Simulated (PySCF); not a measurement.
# C₄H₇B: geometry, NMR shifts, spin-spin couplings, electronic excitations and core binding energies

Wanted: the NMR shifts, spin-spin couplings, electronic excitations and core binding energies of C₄H₇B (`B[C@@H]1CC1=C`), by calculation.

Programs: PySCF 2.14.0, with density-fitted response routines of our own. Each step states its level of theory. These are calculated values for one molecule in the gas phase, unless marked as measured. Atoms count from 0, in the outputs and in this text.

## 1. The starting structure

12 atoms, charge 0, multiplicity 1; geometry from: GFN2-xTB.

Bonds of the start (Å): B0–C1 1.53, C1–C2 1.54, C2–C3 1.45, C3–C4 1.31, C3–C1 1.49, B0–H5 1.17, B0–H6 1.17, C1–H7 1.09, C2–H8 1.08, C2–H9 1.08, C4–H10 1.08, C4–H11 1.08.

## 2. Geometry optimisation at PBE0-D3(BJ)/def2-SVP

What the job is given:

```
{"job": {"xc": "PBE0", "basis": "def2-SVP", "d3": "d3bj", "grid": 1, "kind": "geom"}, "charge": 0, "multiplicity": 1}
B     -1.163038     1.120601     0.915911
C     -0.841163    -0.138470     0.099269
C      0.215122    -1.148927     0.595642
C      0.518342    -0.255323    -0.499571
C      1.342182     0.190497    -1.409727
H     -2.187478     1.668528     0.781096
H     -0.369475     1.540567     1.666478
H     -1.621567    -0.579266    -0.515384
H      0.040088    -2.195994     0.389958
H      0.666285    -0.962638     1.559889
H      1.071412     0.985867    -2.084934
H      2.330488    -0.226128    -1.524655
```

**Question.** This job is followed by: GIAO PBE0/pcSseg-1 NMR shielding, non-relativistic, gas phase; B3LYP/pcJ-1 indirect spin-spin coupling, non-relativistic, gas phase; TDDFT PBE0/def2-SVPD, vertical, gas phase, core orbitals frozen in the response; GIAO PBE0/pcSseg-2 NMR shielding, non-relativistic, gas phase; delta-SCF UKS SCAN, pcX-2 on the ionised atom, pcseg-1 elsewhere, spin-free X2C. Predict these results of the whole session: point group; rotational constants (main isotopes); ¹³C shifts against TMS (PBE0/pcSseg-1); ¹H shifts against TMS (PBE0/pcSseg-1, means over atoms taken as alike); ¹¹B shifts against BF3·OEt2 (PBE0/pcSseg-1); largest coupling of the table (B3LYP/pcJ-1); lowest singlet (PBE0/def2-SVPD); brightest single state of those computed; lowest triplet; vertical ionisation energy (ΔSCF); vertical electron affinity (ΔSCF); C1s binding energies, SCAN/pcX-2 (standing for 3 of 4 atoms); range of the shift of C3.

As calculated:

| quantity | value |
| --- | --- |
| point group | C1 |
| rotational constants (main isotopes) | 8.40, 4.76, 3.53 GHz |
| ¹³C shifts against TMS (PBE0/pcSseg-1) | 141.3, 114.6, 28.2, 19.1 ppm |
| ¹H shifts against TMS (PBE0/pcSseg-1, means over atoms taken as alike) | 6.57, 5.93, 5.65, 2.31, 1.87, 1.78 ppm |
| ¹¹B shifts against BF3·OEt2 (PBE0/pcSseg-1) | 75.9 ppm |
| largest coupling of the table (B3LYP/pcJ-1) | ¹J(C,H) C2–H9, 175.8 Hz |
| lowest singlet (PBE0/def2-SVPD) | 5.30 eV (234 nm), f = 0.050 |
| brightest single state of those computed | state 6, 7.20 eV, f = 0.307 |
| lowest triplet | 4.15 eV |
| vertical ionisation energy (ΔSCF) | 9.76 eV |
| vertical electron affinity (ΔSCF) | -0.47 eV (unbound: the value hangs on the basis) |
| C1s binding energies, SCAN/pcX-2 (standing for 3 of 4 atoms) | C2 291.01, C1 290.45, C4 290.37 eV |
| range of the shift of C3 | 141.3 to 145.7 ppm |

The optimisation took 9 steps and gained 0.087 eV; among the close pairs (by a distance rule), B0–H6 changed most, from 1.170 to 1.211 Å. C3 (fully substituted alkene carbon) lies farthest downfield among carbon, at 141.3 ppm; the olefinic region. At PBE0/pcSseg-1: The largest span, 218 ppm, is at C3, where the paramagnetic term is -220 ppm. In the run at B3LYP/pcJ-1, the largest coupling of the table is C2–H9, 175.8 Hz, of which the Fermi-contact term gives 174.4 Hz. Couplings across rotatable bonds belong to this one conformer; where others are populated, the observed values are averages. The first singlet state (HOMO→LUMO 0.91) lies at 5.30 eV and is bright; of the 10 states computed, the strongest absorption comes from state 6 at 7.20 eV. The lowest triplet lies 1.14 eV below the lowest singlet (triplets in Tamm-Dancoff, singlets in full TDDFT). ΔSCF puts the ionisation energy at 9.76 eV, 2.07 eV above −ε(HOMO). The C1s levels kept as sound span 0.64 eV, from C4 (terminal =CH2 carbon) up to C2 (three-membered-ring carbon). Only 3 of the 4 C atoms are covered by sound results. Across the 2 runs the shift of C3 moves most, between 141.3 (PBE0/pcSseg-1) and 145.7 ppm (PBE0/pcSseg-2).
